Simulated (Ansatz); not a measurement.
# GeAsH₃ (triplet): from Hartree-Fock to the top rungs, cc-pVTZ

How much of the correlation energy of GeAsH₃ (triplet) does each wave-function method recover here?

Program: Ansatz 0.2.0, Gaussian basis. Level of theory: cc-pVTZ, core rule «outside noble gas», up to 28 orbitals frozen. These are calculated values, not measurements.

The runs, in order: UHF; CCSD(T) on ROHF; CCSD(T) on UHF; BCCD(T) on ROHF; CCSDT(Q) on ROHF; CCSDT(Q) on UHF; CASSCF and NEVPT2, 12 electrons in 11 orbitals.

4 further runs of the same task are left out: 4 set aside as unsound or not needed.

## 1. The geometry

The geometry is a PBE0/def2-TZVP stationary point (not a proven minimum). No spin-orbit coupling is included. The filled d shell of Ge, As may be among the frozen orbitals whatever the setting's name suggests; the logs give the count.

5 atoms, charge 0, spin multiplicity 3.

Atoms are counted from 1 here; the program's logs count them from 0.

Bond lengths: Ge1–As2 2.414 Å, Ge1–H3 1.557 Å, As2–H4 1.522 Å, As2–H5 1.522 Å. Angles: As2–Ge1–H3 114.2°, Ge1–As2–H4 97.6°, Ge1–As2–H5 97.6°, H4–As2–H5 92.8°.

## 2. UHF

File in.yaml:

```yaml
crystal:
  periodic: [false, false, false]
  atoms:
    - {symbol: Ge, position_ang: [0.000000, 0.064628, 1.230152]}
    - {symbol: As, position_ang: [0.000000, -0.070415, -1.180173]}
    - {symbol: H, position_ang: [0.000000, -1.317769, 1.946080]}
    - {symbol: H, position_ang: [1.101747, 0.947133, -1.438211]}
    - {symbol: H, position_ang: [-1.101747, 0.947133, -1.438211]}
basis:
  gaussian: {orbitals: cc-pVTZ}
magnetization: {spin_polarized: true, initial_magnetization: 2}
hamiltonian: {xc: hf}
output: {orbitals: {seedname: orbitals}}
```

Started as:

```bash
> ansatz run in.yaml --threads 1 --pin off --events-out ev --progress --plain --max-ram 2560MiB --backend cpu
```

Further steps of the session: CCSD(T) on ROHF; CCSD(T) on UHF; BCCD(T) on ROHF; CCSDT(Q) on ROHF; CCSDT(Q) on UHF; CASSCF and NEVPT2, 12 electrons in 11 orbitals.

Before running them: what should the planned runs give, taken together? Wanted: UCCSDT(Q) below the RHF energy; RMP2 from UCCSDT(Q); UMP2 from UCCSDT(Q); RCCSD from UCCSDT(Q); RCCSD(T) from UCCSDT(Q); UCCSD(T) from UCCSDT(Q); RCCSDT(Q) from UCCSDT(Q); NEVPT2 valence from UCCSDT(Q); T1 diagnostic.

The runs gave:

```
                         quantity                      value
   UCCSDT(Q) below the RHF energy                 -7.4996 eV
              RMP2 from UCCSDT(Q)                +1368.6 meV
              UMP2 from UCCSDT(Q)                +1357.9 meV
             RCCSD from UCCSDT(Q)                 +355.2 meV
          RCCSD(T) from UCCSDT(Q)                  +64.8 meV
          UCCSD(T) from UCCSDT(Q)                  +54.0 meV
         RCCSDT(Q) from UCCSDT(Q)                  +11.4 meV
    NEVPT2 valence from UCCSDT(Q)                +1337.9 meV
levels within 1 kcal/mol (43 meV)  RCCSDT, UCCSDT, RCCSDT(Q)
                    T1 diagnostic                      0.029
   effectively unpaired electrons                       2.03
```

In words: RCCSD(T) misses by +64.8 meV, 0.9 % of the correlation energy. One determinant dominates. These misses are within one basis, not against nature; the frozen cores of restricted and unrestricted runs differ, which can shift their rows.
